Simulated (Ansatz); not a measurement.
# HfC: stress in a strained cell

HfC is deformed so: zz strain of +1 %. What stress and forces result, by LAPW, PAW and all-electron datasets made for the crystal?

Program: Ansatz 0.2.0. Level of theory: DFT LDA, scalar-relativistic. These are calculated values, not measurements.

## (1) The structure to begin with

Symmetry: Fm-3m, No. 225, cubic system. The conventional cell has a = 4.650 Å, b = 4.650 Å, c = 4.650 Å, α = 90.00°, β = 90.00°, γ = 90.00°. Hf (site symmetry m-3m) is surrounded by 6 C at 2.33 Å. C (site symmetry m-3m) is surrounded by 6 Hf at 2.33 Å.

Structure file:

```
Hf C
1.0
     0.00000    2.32500    2.32500
     2.32500    0.00000    2.32500
     2.32500    2.32500    0.00000
Hf C
1 1
Direct
  0.50000 0.50000 0.50000
  0.00000 0.00000 0.00000
```

Atoms are numbered in the order of the input: Hf1, C2.

## (2) After the deformation

Space group Fm-3m before, I4/mmm after.

## (3) LAPW, all electrons

input.yaml

```yaml
crystal:
  lattice:
    - [0.0, 2.325, 2.34825]
    - [2.325, 0.0, 2.34825]
    - [2.325, 2.325, 0.0]
  atoms:
    - { symbol: Hf, position: [0.5, 0.5, 0.5] }
    - { symbol: C, position: [0.0, 0.0, 0.0] }
kpoints:
  mp_grid: { grid: [12, 12, 12] }
  band_path:
    path:
      - [0.0, 0.0, 0.0]
      - [0.0, 0.5, 0.5]
      - [0.25, 0.75, 0.5]
      - [0.0, 0.5, 0.0]
      - [0.0, 0.0, 0.0]
      - [0.5, 0.5, 0.0]
      - [0.3725370062, 0.6274629938, 0.0]
      - [-0.3725370062, 0.3725370062, 0.0]
      - [0.0, 0.0, 0.0]
    npoints: 5
scf:
  occupations: { method: fermi_dirac, width: 0.05 }
hamiltonian:
  xc: lda
  pseudopotentials: { kind: all_electron, lapw: { basis_error: 0.00025 } }
output:
  forces: true
  stress: true
  eigenvalues: true
```

Launch:

```bash
> ansatz run input.yaml --threads 1 --pin off --max-ram 3072MiB --backend cpu --events-out ev --progress --plain --runs-dir out
```

## (4) PAW with frozen cores

input.yaml

```yaml
crystal:
  lattice:
    - [0.0, 2.325, 2.34825]
    - [2.325, 0.0, 2.34825]
    - [2.325, 2.325, 0.0]
  atoms:
    - { symbol: Hf, position: [0.5, 0.5, 0.5] }
    - { symbol: C, position: [0.0, 0.0, 0.0] }
kpoints:
  mp_grid: { grid: [12, 12, 12] }
scf:
  occupations: { method: fermi_dirac, width: 0.05 }
hamiltonian:
  xc: lda
  pseudopotentials: { kind: paw }
output:
  forces: true
  stress: true
  eigenvalues: true
  efg: { contact_densities: true }
```

## (5) Datasets made for this crystal

Edit input.yaml of step 4 so:

```diff
@@ -14,3 +14,3 @@
   xc: lda
-  pseudopotentials: { kind: paw }
+  pseudopotentials: { kind: all_electron, datasets: crystal }
 output:
```

(Steps that only read results are left out.)

Q: Predict the outcome of this session. Wanted: pressure; largest shear or deviatoric stress.

**Answer**, as computed:

```
                                 quantity                                                 value
                                 pressure  LAPW -13.82, PAW -13.89, crystal datasets -13.82 GPa
largest shear or deviatoric stress (LAPW)                                              2.34 GPa
```

In words: The largest part of the stress beyond the pressure is 2.34 GPa in size, in the zz component; the atoms are carried along and not relaxed. No run of the undeformed cell stands beside it, so the pressure holds what the given cell had before the change. PAW: stress within 0.08 GPa of LAPW. Crystal datasets: stress within 0.01 GPa of LAPW. Spin-orbit coupling is left out, though the cell holds Hf; in elements this heavy it can shift bands and gaps by tenths of an eV.
